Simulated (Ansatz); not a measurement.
Mg₂ZnO₃, space group P-3m1: a scan of the Hubbard U, run with Ansatz's Python interface.

`run_plus_u.py`:
```python
"""How the states of Mg2ZnO3 follow the Hubbard U."""

import warnings

import ansatz as az
import numpy as np


def count_gap(report):
    # lowest empty less highest filled band, counting bands; zero where they overlap
    return max(report.get("gap_by_band_count_ev") or 0.0, 0.0)


def main() -> None:
    warnings.simplefilter("ignore", az.DeckWarning)

    crystal = (
        az.Lattice.of([3.033, 0.0, 0.0], [-1.5165, 2.62665, 0.0], [0.0, 0.0, 7.40332])
        .atom("Mg", [1 / 3, 2 / 3, 0.6658])
        .atom("Mg", [2 / 3, 1 / 3, 0.3342])
        .atom("Zn", [0.0, 0.0, 0.0])
        .atom("O", [1 / 3, 2 / 3, 0.17262])
        .atom("O", [2 / 3, 1 / 3, 0.82738])
        .atom("O", [0.0, 0.0, 0.5])
    )

    job = (
        crystal.calculation()
        .functional(az.Functional.LDA)
        .kpoints(12, 12, 4, center="gamma")  # the mesh must be finer for metals
        .occupations("fixed")  # whole-number filling, right only where there is a gap
        .scf(tolerance=1e-09)
        .band_table()  # levels at the mesh points
    )
    rows = []
    for u in [2.0, 4.0, 6.0, 8.0]:
        data = job.hubbard("Zn", "d", u_eff=u).run(threads=1).report
        shell = data["hubbard"]["n_scf"]
        rows.append((u, count_gap(data), sum(shell) / len(shell), data["n_iterations"]))
    for row in rows:
        print("; ".join(f"{name} = {round(v, 4) if isinstance(v, float) else v}" for name, v in zip(["U_eff eV", "gap by band count eV", "Zn d occupation (projector)", "iterations"], row)))
    print("eigenvalues of the first occupation matrix at the last U, by spin:")
    for channel in data["hubbard"]["n_eig"][0]:
        print("  ", " ".join(f"{n:.3f}" for n in channel))


if __name__ == "__main__":
    main()
```

What does raising U do here?

From U = 2 to 8 eV the gap on the mesh goes from 2.91 eV to 3.05 eV.

What the script printed:

```console
$ python run_plus_u.py
U_eff eV = 2.0; gap by band count eV = 2.9122; Zn d occupation (projector) = 9.9915; iterations = 12
U_eff eV = 4.0; gap by band count eV = 2.9718; Zn d occupation (projector) = 9.9923; iterations = 12
U_eff eV = 6.0; gap by band count eV = 3.0151; Zn d occupation (projector) = 9.993; iterations = 12
U_eff eV = 8.0; gap by band count eV = 3.0476; Zn d occupation (projector) = 9.9936; iterations = 11
eigenvalues of the first occupation matrix at the last U, by spin:
   0.999 0.999 1.000 1.000 1.000
```

Notes:
- Semilocal gaps usually lie well under measured ones.
- The Fermi level of a run with fixed occupations marks the highest occupied state on its mesh, not mid-gap.
- The structure comes from a database of computed cells and needn't be a stable or known phase.
- Levels are Kohn-Sham eigenvalues on this mesh.
- Shell occupations and the effect of U depend on the projectors; a run with no .spin step is spin-unpolarised, and each U may end in a state that isn't the lowest.
- Hardware and time: 34 s on 1 thread of Arm Neoverse V2, on a shared host, peak memory 0.48 GiB.

(A comment or docstring line of the script was reworded after the run, the code is as it ran.)
